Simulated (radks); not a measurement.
# Gd⁴⁵⁺ in [Ne] 3s2 3p5.75 3d1 4p0.25: an all-electron calculation

Aim: the levels, the sizes of the orbitals and the parts of the energy of the gadolinium ion Gd45+.

Method: Dirac Kohn-Sham, LDA (Slater exchange, Perdew-Zunger correlation), spin-unpolarised, spherical densities, finite nucleus; open shells fill j = l - 1/2 first. Code: radks (a radial shooting solver on a logarithmic mesh, Libxc functionals) version 1.

## 1. Starting point

```
element            : gadolinium (Z = 64)
charge             : +45
electrons          : 19
configuration      : [Ne] 3s2 3p5.75 3d1 4p0.25
nuclear rms radius : 5.1569 fm
```

## 2. Self-consistent calculation

Input:

```text
Z 64
configuration [Ne] 3s2 3p5.75 3d1 4p0.25
relativity Dirac
functional lda,pz
spin unpolarised
j_filling energy
nucleus finite rms 5.1569 fm
c 137.035999084
```

The run is started by

```
> python run_ks.py task.json out
```

The same process makes all the runs of this session.

Q: Predict the outcome of this run.

As calculated:

| quantity | value |
| --- | --- |
| total energy | -9474.1528 hartree |
| exchange-correlation share of it | 1.53 % |
| −T/E | 1.1054 |
| highest occupied level | 4p1/2, -2083.0 eV |
| most extended occupied level | 4p1/2, <r> = 0.424 bohr |
| radius at density 0.001 e/bohr³ | 0.869 bohr |
| maxima of the radial density | 3 |

What this shows: 4 principal shells are occupied and 3 maxima appear in the radial density; where shells overlap, one shows as a shoulder or not at all. −T/E is 1.105: with relativity the kinetic term as defined here no longer equals −E. This is not the tabulated ground configuration, so its levels and sizes aren't those of the ground state, and no measured value stands beside it.
